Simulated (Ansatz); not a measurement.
# PrH2Ir: the cost of one run

Program: Ansatz 0.2.0. Level of theory: DFT PBE, scalar-relativistic, plane waves, PAW; 4f electrons in the core of a trivalent norm-conserving potential. These are calculated values, not measurements.

### 1 The structure to begin with

It takes space group Cmmm (No. 65, orthorhombic). The conventional cell has a = 4.168 Å, b = 4.476 Å, c = 7.233 Å, α = 90.00°, β = 90.00°, γ = 90.00°. Pr (site symmetry mmm) is surrounded by 4 Pr at 3.06 Å. H (site symmetry m2m) is surrounded by 1 Ir at 1.33 Å. Ir (site symmetry mmm) has 2 H at 1.33 Å in its first shell of neighbours.

As a file:

```
CELL_PARAMETERS angstrom
2.08400 -2.23824 0.00000
2.08400 2.23824 0.00000
0.00000 0.00000 7.23256
ATOMIC_POSITIONS crystal
Pr 0.00000 0.00000 0.50000
H 0.70247 0.29753 0.00000
H 0.29753 0.70247 0.00000
Ir 0.00000 0.00000 0.00000
```

The cell is invented: random cell by space group and Wyckoff sites (Cmmm, No. 65). The dimensions are guesses.

### 2 The guess as it stands, on a coarse mesh

input.yaml reads:

```yaml
crystal:
  lattice:
    - [2.08400045, -2.23824142, 0.0]
    - [2.08400045, 2.23824142, 0.0]
    - [0.0, 0.0, 7.23256061]
  atoms:
    - { symbol: Pr, position: [0.0, 0.0, 0.5] }
    - { symbol: H, position: [0.70247075, 0.29752925, 0.0] }
    - { symbol: H, position: [0.29752925, 0.70247075, 0.0] }
    - { symbol: Ir, position: [0.0, 0.0, 0.0] }
basis:
  ecutwfc: 660
kpoints:
  mp_grid: { grid: [6, 6, 4] }
hamiltonian:
  xc: pbe
  pseudopotentials:
    kind: paw
    azcp: { Pr: "pseudopotentials/pbe/nc/lanthanide_3plus/Pr.nc.azcp" }
scf:
  occupations: { method: gaussian, width: 0.1 }
  lower_state_search: "off"
output:
  forces: true
  stress: true
  eigenvalues: true
```

Command:

```sh
$ ansatz run input.yaml --threads 1 --pin off --max-ram 2560MiB --backend cpu --events-out ev --progress --plain --runs-dir out
```

Q: Estimate wall time and peak memory on 1 thread of Arm Neoverse V1, shared host.

About 6.2 s, with a peak of 0.36 GiB.
